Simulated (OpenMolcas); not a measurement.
**Ni²⁺ with 4 ligands (chloride): CASSCF and CASPT2 levels and susceptibility**

Which state of Ni²⁺ lies lowest among these ligands, how large is the field, and what χT follows?

Method: state-averaged CASSCF and CASPT2, spin-orbit coupling by RASSI with atomic mean-field integrals. Code: OpenMolcas 26.06.

### Step 1. What is computed

| Quantity | Value |
| --- | --- |
| Species | Ni²⁺ (nickel, Z = 28, 26 electrons) |
| Basis | ANO-RCC-VDZP [5s4p2d1f], 106 functions with the ligands |
| Scalar Hamiltonian | DKH2, point nucleus |
| Inactive shells | 1s 2s 2p 3s 3p of the metal, and all ligand shells |
| Active space | 8 electrons in 5 orbitals (3d) |
| Some configurations of this space | 3d8 |
| Orbitals | optimised for each spin and parity, averaged over all roots |

Outer shells as boxes (Hund's rule):

3d8
```
3d [↑↓][↑↓][↑↓][↑ ][↑ ]
```

Ni²⁺ is taken with 4 ligands (chloride) in tetrahedron coordination (Td) at 2.31 Å. A charge of +0.5 e stands 3.2 Å behind each ligand. Ligand basis ANO-RCC-VDZP. The distances are assumed, not relaxed.

```xyz
5

Ni    0.0000    0.0000    0.0000
Cl    1.3337    1.3337    1.3337
Cl    1.3337   -1.3337   -1.3337
Cl   -1.3337    1.3337   -1.3337
Cl   -1.3337   -1.3337    1.3337
```

Each step is its own input file, run in one work folder so that later steps find the files of earlier ones. Labels, J, g values, rates, χT and fits are worked out afterwards by a script from the matrices that RASSI stores.

### Step 2. GATEWAY and SEWARD: basis and integrals

Input file a.inp:

```
&GATEWAY
Coord
5

Ni 0.0 0.0 0.0
Cl 1.333679 1.333679 1.333679
Cl 1.333679 -1.333679 -1.333679
Cl -1.333679 1.333679 -1.333679
Cl -1.333679 -1.333679 1.333679
Basis=Ni.ANO-RCC-VDZP,Cl.ANO-RCC-VDZP
Group=NoSym
NoMove
AngMom=0.0 0.0 0.0
AMFI
RICD
XField
4 Angstrom 0
3.181200 3.181200 3.181200 0.500000
3.181200 -3.181200 -3.181200 0.500000
-3.181200 3.181200 -3.181200 0.500000
-3.181200 -3.181200 3.181200 0.500000
&SEWARD
```

Launch:

```console
OMP_NUM_THREADS=1 MOLCAS_MEM=2457 MOLCAS_PROJECT=a pymolcas a.inp > a.log
```

### Step 3. Reference wave functions, triplets, 10 roots

Input file a.inp:

```
&RASSCF
FileOrb=start.orb
Symmetry=1
Spin=3
nActEl=8 0 0
Inactive=45
Ras2=5
CIRoot=10 10 1
SDav=10
CIMx=300
Iter=150 100
PrWF=0.3
OrbListing=Nothing
MaxOrb=0
LevShft=1.0
>>> COPY $Project.JobIph JOB001
```

start.orb holds start orbitals that the driver prepared beforehand, or those of the step before.

### Step 4. CASSCF: singlets, 15 roots

Input file a.inp:

```
&RASSCF
FileOrb=start.orb
Symmetry=1
Spin=1
nActEl=8 0 0
Inactive=45
Ras2=5
CIRoot=15 15 1
SDav=15
CIMx=300
Iter=150 100
PrWF=0.3
OrbListing=Nothing
MaxOrb=0
LevShft=1.0
>>> COPY $Project.JobIph JOB002
```

### Step 5. RASSI: spin-orbit coupling between the states

Input file a.inp:

```
&RASSI
NrOfJobIphs=2 10 15
1 2 3 4 5 6 7 8 9 10
1 2 3 4 5 6 7 8 9 10 11 12 13 14 15
IphNames
JOB001
JOB002
EJob
SpinOrbit
DIPRint=1.0
SOCoupling=1000.0
Subsets=2
Property=9
'ANGMOM' 1 'ANGMOM' 2 'ANGMOM' 3 'MLTPL  1' 1 'MLTPL  1' 2 'MLTPL  1' 3
'AMFI' 1 'AMFI' 2 'AMFI' 3
SOProperty=3
'ANGMOM' 1 'ANGMOM' 2 'ANGMOM' 3
```

### Step 6. CASPT2: IPEA 0.25, imaginary shift 0.1 (closed shells correlated: 3s 3p of the metal, with ligand shells; the Frozen line counts the rest)

Input file a.inp:

```
>>> COPY JOB001 $Project.JobIph
&CASPT2
Multistate=10 1 2 3 4 5 6 7 8 9 10
NoMult
Frozen=25
IPEA=0.25
Imaginary=0.1
MaxIter=60
WThr=0.0 0.3 0.05
PrWF=0.5
NoMix
>>> COPY JOB002 $Project.JobIph
&CASPT2
Multistate=15 1 2 3 4 5 6 7 8 9 10 11 12 13 14 15
NoMult
Frozen=25
IPEA=0.25
Imaginary=0.1
MaxIter=60
WThr=0.0 0.3 0.05
PrWF=0.5
NoMix
```

(Steps that only read results are left out.)

Before running it: what results should come out? Wanted: spin-free ground state; first state of the same spin within the active space; lowest level; next level.

As calculated:

| quantity | value |
| --- | --- |
| method | SS-CASPT2, IPEA 0.25, imaginary shift 0.1 (closed shells correlated: 3s 3p of the metal, with ligand shells; the Frozen line counts the rest) |
| spin-free ground state | 3T1, 3-fold in its orbital part |
| first state of the same spin within the active space | 3T2 at 1430 cm⁻¹ |
| lowest level | 1-fold A1 |
| next level | 284.1 cm⁻¹ |
| χT at 300 K | 2.87 cm³ K/mol |
| effective moment at 300 K | 4.79 μB |

Cost by method:

```
                                              method  time of its own steps  time with the reference
                                           A. CASSCF                   20 s                     20 s
B. SS-CASPT2, IPEA 0.25, imaginary shift 0.1, +3s 3p                   79 s                     99 s
```

Times are of one thread on a shared host.

In words: The spin-free ground state (3T1) comes to 100 % from free-ion F terms and keeps the highest spin of the shell. χT at 300 K is 2.87, against 1.00 cm³ K/mol for the spin alone, so orbital moment adds to it. A ligand-field fit to the states below 45000 cm-1 gives 10Dq = -3835 cm-1, B = 1085 cm-1 and C = 3212 cm-1 (C/B = 2.96), with a deviation of 814 cm-1. CASPT2 does not keep the components of a term degenerate, and the means are used. With one d shell, CASPT2 may overshoot the field of a late 3d ion.
